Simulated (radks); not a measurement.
**Ca³⁺ in [He] 2s2 2p5 3s2 3p5 4p1: an all-electron calculation**

One table from this session's results is given with a row withheld; the runs are named, their logs left out.

The numbers are computed with radks (a radial shooting solver on a logarithmic mesh, Libxc functionals) version 1 (non-relativistic Kohn-Sham, exchange-only r2SCAN, spin-polarised, spherical densities, point nucleus; open shells are filled with parallel spins first), except any that are marked as measured or tabulated.

### Starting point

| Item | Value |
| --- | --- |
| element | calcium (Z = 20) |
| charge | +3 |
| electrons | 17 |
| configuration | [He] 2s2 2p5 3s2 3p5 4p1 |

Outer shells as boxes (Hund's rule):

Ca³⁺
```
[He] core
2s [↑↓]
2p [↑↓][↑↓][↑ ]
3s [↑↓]
3p [↑↓][↑↓][↑ ]
4p [↑ ][  ][  ]
```

The first run:

The run's settings:

```text
Z 20
configuration [He] 2s2 2p5 3s2 3p5 4p1
relativity non-relativistic
functional r2scan,
spin polarised
nucleus point
```

One of the session's tables, all rows but one given; the rest of the session is left out.

It belongs to the step «Shells». Sizes of the orbitals, from the radial functions (bohr):

```
  level      <r>  outermost maximum (interpolated)  90 % within  nodes
  1s up        ?                                 ?            ?      ?
1s down  0.07728                            0.0508        0.138      0
  2s up   0.3583                             0.298        0.555      1
2s down   0.3594                             0.299        0.557      1
  2p up   0.3189                             0.243        0.523      0
2p down   0.3207                             0.244        0.526      0
  3s up    1.065                             0.941         1.57      2
3s down    1.076                             0.948         1.59      2
  3p up    1.113                             0.962         1.68      1
3p down    1.127                             0.973         1.70      1
  4p up    3.035                              2.79         4.34      2
```

**Question.** Estimate the row for 1s up.

The run gave: <r>: 0.07737; outermost maximum (interpolated): 0.0508; 90 % within: 0.138; nodes: 0. In the column «<r>» it lies between 1s down (0.07728) and 2p up (0.3189).
